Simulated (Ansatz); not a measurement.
# H9NOSi2: the cost of one run

Program: Ansatz 0.2.0. Level of theory: RKS B3LYP-D4/6-31G*. These are calculated values, not measurements.

## (1) Starting point

Bond lengths: Si1–O2 2.030 Å, O2–Si3 1.680 Å, Si3–H4 1.460 Å, Si3–H5 1.460 Å, Si3–H6 1.460 Å, Si1–H7 1.460 Å, Si1–H8 1.459 Å, Si1–N9 1.819 Å, N9–H10 1.060 Å, N9–H11 1.060 Å. Angles (14 of 16 angles, heavy atoms first): Si1–O2–Si3 125.0°, O2–Si1–N9 109.5°, O2–Si1–H7 109.5°, O2–Si1–H8 109.5°, H7–Si1–N9 109.5°, H8–Si1–N9 109.5°, O2–Si3–H4 109.5°, O2–Si3–H5 109.5°, O2–Si3–H6 109.5°, Si1–N9–H10 120.0°, Si1–N9–H11 120.0°, H7–Si1–H8 109.5°, H4–Si3–H5 109.4°, H4–Si3–H6 109.4°.

As a file:

```xyz
13

Si    0.0000    0.0000    0.0000
O     0.0000    0.0000    2.0300
Si   -1.3147   -0.4067    2.9936
H    -2.2390   -1.2403    2.2304
H    -0.8506   -1.1432    4.1657
H    -1.9987    0.8095    3.4233
H     1.3768    0.0000   -0.4862
H    -0.6877    1.1914   -0.4862
N    -0.8572   -1.4851   -0.6061
H    -1.3922   -2.1014    0.0704
H    -0.8219   -1.7344   -1.6357
H     0.6549   -1.5365    0.5550
H     0.5132   -1.2041    1.4744
```

## (2) A restrained relaxation towards end A

Springs on the bonds that form and break draw the guess towards this end; the thresholds are loose.

File input.yaml:

```yaml
crystal:
  periodic: [false, false, false]
  atoms:
    - { symbol: Si, position_ang: [0.0, 0.0, 0.0] }
    - { symbol: O, position_ang: [0.0, 0.0, 2.03] }
    - { symbol: Si, position_ang: [-1.3147, -0.4067, 2.9936] }
    - { symbol: H, position_ang: [-2.239, -1.2403, 2.2304] }
    - { symbol: H, position_ang: [-0.8506, -1.1432, 4.1657] }
    - { symbol: H, position_ang: [-1.9987, 0.8095, 3.4233] }
    - { symbol: H, position_ang: [1.3768, 0.0, -0.4862] }
    - { symbol: H, position_ang: [-0.6877, 1.1914, -0.4862] }
    - { symbol: "N", position_ang: [-0.8572, -1.4851, -0.6061] }
    - { symbol: H, position_ang: [-1.3922, -2.1014, 0.0704] }
    - { symbol: H, position_ang: [-0.8219, -1.7344, -1.6357] }
    - { symbol: H, position_ang: [0.6549, -1.5365, 0.555] }
    - { symbol: H, position_ang: [0.5132, -1.2041, 1.4744] }
basis:
  gaussian: { orbitals: "6-31G*" }
hamiltonian:
  xc: b3lyp
  dispersion: d4
relax:
  f_tol: 0.15
  max_steps: 25
  restrain:
    - { distance: [0, 11], at: 2.66, k: 30.0 }
    - { distance: [12, 1], at: 2.21, k: 30.0 }
    - { distance: [0, 1], at: 1.68, k: 30.0 }
    - { distance: [12, 11], at: 0.66, k: 30.0 }
output:
  orbitals: {}
```

The run is started by

```sh
$ ansatz run input.yaml --threads 2 --pin off --max-ram 3072MiB --backend cpu --events-out ev --progress --plain --runs-dir out
```

**Question.** How long does this run take on 2 threads of Arm Neoverse V2, shared host, and how much memory does it need?

About 37 s, with a peak of 0.18 GiB.
